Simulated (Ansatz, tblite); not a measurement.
# The cluster ZnSn₁₂+: rung by rung

An exercise on one series of results from a longer session: the logs are not shown, and one member is left open.

Method: as each input shows; program: Ansatz 0.2.0, Gaussian basis.

Levels to be run: GFN1-xTB, GFN2-xTB, PBE-D4/def2-TZVP, r2SCAN-D4/def2-TZVP, B97M-V/def2-TZVP, PBE-D4/def2-SVP, PBE0-D4/def2-SVP, MP2/def2-SVP, RPA/def2-SVP.

6 further runs of the same task are left out: 6 set aside as unsound or not needed.

## The geometry

The doublet was relaxed beforehand with PBE-D4/def2-SVP. At that level it is the lowest of the isomers that a small search found.

13 atoms, charge 1, spin multiplicity 2.

Bond lengths: Zn1–Sn2 2.793 Å, Zn1–Sn4 3.063 Å, Zn1–Sn8 3.063 Å, Zn1–Sn11 3.063 Å, Zn1–Sn12 3.063 Å, Zn1–Sn13 3.063 Å, Sn2–Sn3 3.117 Å, Sn2–Sn4 3.093 Å, Sn2–Sn5 3.117 Å, Sn2–Sn6 3.018 Å, Sn2–Sn7 3.118 Å, Sn2–Sn8 3.093 Å, Sn2–Sn9 3.118 Å, Sn2–Sn10 3.118 Å, Sn2–Sn11 3.093 Å, Sn2–Sn12 3.093 Å, Sn2–Sn13 3.093 Å, Sn3–Sn4 3.275 Å and more. Angles: Sn2–Zn1–Sn4 63.6°, Sn2–Zn1–Sn8 63.6°, Sn2–Zn1–Sn11 63.6°, Sn2–Zn1–Sn12 63.6°, Sn2–Zn1–Sn13 63.6°, Sn4–Zn1–Sn8 63.5°, Sn4–Zn1–Sn11 116.8°, Sn4–Zn1–Sn12 116.8°, Sn4–Zn1–Sn13 63.5°, Sn8–Zn1–Sn11 116.8°, Sn8–Zn1–Sn12 63.5°, Sn8–Zn1–Sn13 116.8°, Sn11–Zn1–Sn12 63.5°, Sn11–Zn1–Sn13 63.5°, Sn12–Zn1–Sn13 116.8°, Zn1–Sn2–Sn3 115.9°, Zn1–Sn2–Sn4 62.5°, Zn1–Sn2–Sn5 115.9° and more.

Sn takes a core potential in the def2 sets. No spin-orbit coupling is included. The ion is computed in the gas phase, without counter-ions or solvent.

PBE0-D4/def2-TZVP was run before; its log isn't repeated, and its numbers join the tables.

Set-up of the first run:

Tight binding, by tblite at 300 K electronic temperature and without a spin-polarisation term:

```python
tblite.interface.Calculator('GFN1-xTB', numbers, positions, charge=1, uhf=1).singlepoint()
```

Tight binding, by tblite at 300 K electronic temperature and without a spin-polarisation term:

```python
tblite.interface.Calculator('GFN2-xTB', numbers, positions, charge=1, uhf=1).singlepoint()
```

start.molden holds the orbitals of an earlier run on this state, given as this run's starting guess.

Input file in.yaml:

```yaml
crystal:
  periodic: [false, false, false]
  atoms:
    - {symbol: Zn, position_ang: [0.281539, -1.777703, -2.123298]}
    - {symbol: Sn, position_ang: [-0.001041, 0.005970, 0.007461]}
    - {symbol: Sn, position_ang: [-2.311817, -0.617365, 2.004367]}
    - {symbol: Sn, position_ang: [-0.569141, -2.983959, 0.560127]}
    - {symbol: Sn, position_ang: [0.855083, -1.071239, 2.804392]}
    - {symbol: Sn, position_ang: [-0.306250, 1.933112, 2.309269]}
    - {symbol: Sn, position_ang: [-2.475226, 1.898225, -0.121728]}
    - {symbol: Sn, position_ang: [-2.582125, -1.189197, -1.208434]}
    - {symbol: Sn, position_ang: [0.590437, 2.998787, -0.635885]}
    - {symbol: Sn, position_ang: [2.648641, 1.163815, 1.172632]}
    - {symbol: Sn, position_ang: [2.268628, 0.551528, -2.022120]}
    - {symbol: Sn, position_ang: [-0.827770, 0.995449, -2.804272]}
    - {symbol: Sn, position_ang: [2.429053, -1.907433, 0.057489]}
basis:
  gaussian: {orbitals: def2-TZVP, fitting: {mean_field: def2-universal-jkfit}, initial_orbitals: start.molden}
total_charge: 1
magnetization: {spin_polarized: true, initial_magnetization: 1}
hamiltonian: {xc: pbe, dispersion: d4}
scf: {omitted_lower_state_checks: [starts]}
output: {forces: true, orbitals: {seedname: orbitals}}
```

Launch:

```console
> ansatz run in.yaml --threads 2 --pin off --events-out ev --progress --plain --max-ram 22528MiB --backend cuda --devices 0, --max-vram 18GiB
```

Among the steps run: PBE-D4/def2-TZVP; r2SCAN-D4/def2-TZVP; B97M-V/def2-TZVP; PBE-D4/def2-SVP; PBE0-D4/def2-SVP; MP2/def2-SVP; RPA/def2-SVP.

One of the session's tables, all rows but one given; the rest of the session is left out.

It belongs to the step «Levels side by side». 

| level | HOMO (eV) | LUMO (eV) | gap (eV) |
| --- | --- | --- | --- |
| PBE-D4/def2-SVP | -7.02 | -6.72 | 0.30 |
| PBE-D4/def2-TZVP | ? | ? | ? |
| r2SCAN-D4/def2-TZVP | -7.25 | -6.60 | 0.65 |
| B97M-V/def2-TZVP | -6.86 | -6.58 | 0.28 |
| PBE0-D4/def2-SVP | -7.55 | -6.17 | 1.38 |
| PBE0-D4/def2-TZVP | -7.52 | -6.12 | 1.40 |

Q: Estimate the row for PBE-D4/def2-TZVP from the others.

The run gave: HOMO (eV): -7.00; LUMO (eV): -6.70; gap (eV): 0.30. In the column «HOMO (eV)» it lies between PBE-D4/def2-SVP (-7.02) and B97M-V/def2-TZVP (-6.86).
